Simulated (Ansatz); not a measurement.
What does this script print? It uses Ansatz's Python interface.

Input file `clgeh4si.xyz`:
```text
7

Cl   -2.60650   -0.53340   -0.51290
Si   -0.86200   -1.04100    0.39780
Ge    0.66070    0.65730    0.11230
H    -0.27370   -2.26110   -0.22120
H     0.93690    0.88490   -1.40430
H     0.15350    1.97260    0.77160
H     2.05240    0.25280    0.81110
```

The script, `clgeh4si_relaxed_scan.py`:
```python
'''Relaxed scan of one distance in ClGeH4Si.'''

import ansatz
import numpy as np

BASIS = 'def2-SVP'
FUNCTIONAL = 'pbe'

geometry = ansatz.Crystal.molecule_from_extxyz('clgeh4si.xyz')

model = (
    geometry.calculation()
    .basis(gaussian=BASIS)
    .functional(FUNCTIONAL)
    .spin('collinear', total=1)
)
symbols = [site.symbol for site in geometry.cartesian_sites]
pairs = [(0, 1), (1, 2), (1, 3), (2, 4), (2, 5), (2, 6)]
print('held (A)   E (eV)        ', '  '.join(f'{symbols[i]}{i}-{symbols[j]}{j}' for i, j in pairs))
for length in [1.87, 2.03, 2.19, 2.44, 2.74]:
    report = model.relax(constraints=[ansatz.DistanceConstraint((0, 1), at=length)], force_tolerance=0.02, max_steps=60).run(threads=1, backend='cpu').report
    xyz = np.array(report['positions_ang'])
    print(f'{length:6.2f} {report["free_energy_ev"]:14.5f}  ', '  '.join(f'{np.linalg.norm(xyz[i] - xyz[j]):.3f}' for i, j in pairs))
```

```console
$ python clgeh4si_relaxed_scan.py
held (A)   E (eV)         Cl0-Si1  Si1-Ge2  Si1-H3  Ge2-H4  Ge2-H5  Ge2-H6
DeckWarning: relax.constraints: the input's atoms, or those drawn, lie off the distances that are held; a relaxation that starts there is brought onto them ahead of its first SCF, by positions alone, an atom by 8.12e-2 Å at the most. With the symmetry detection on, the symmetry is detected on the input's atoms as so brought (as typed, where only the drawn atoms reach the distances), and notices that speak of the structure as typed mean those atoms
  1.87   -76951.41985   1.870  2.401  1.515  1.557  1.552  1.552
  2.03   -76951.96622   2.030  2.402  1.514  1.556  1.550  1.552
  2.19   -76951.94702   2.190  2.402  1.514  1.554  1.548  1.552
  2.44   -76951.44301   2.440  2.403  1.515  1.551  1.546  1.553
  2.74   -76950.65041   2.740  2.407  1.517  1.549  1.544  1.554
```
(Warnings from the package without file and line, repeats left out.)

What to keep in mind:
- Total energies depend on the basis set; only differences at equal settings carry meaning.
- The energies are electronic: no zero-point or thermal terms, and the basis set is short of its limit.
- The species is open-shell (spin multiplicity 2).
- Run time: 2.3 min on 1 thread of Arm Neoverse V1, with other jobs on the host, peak memory 0.22 GiB.
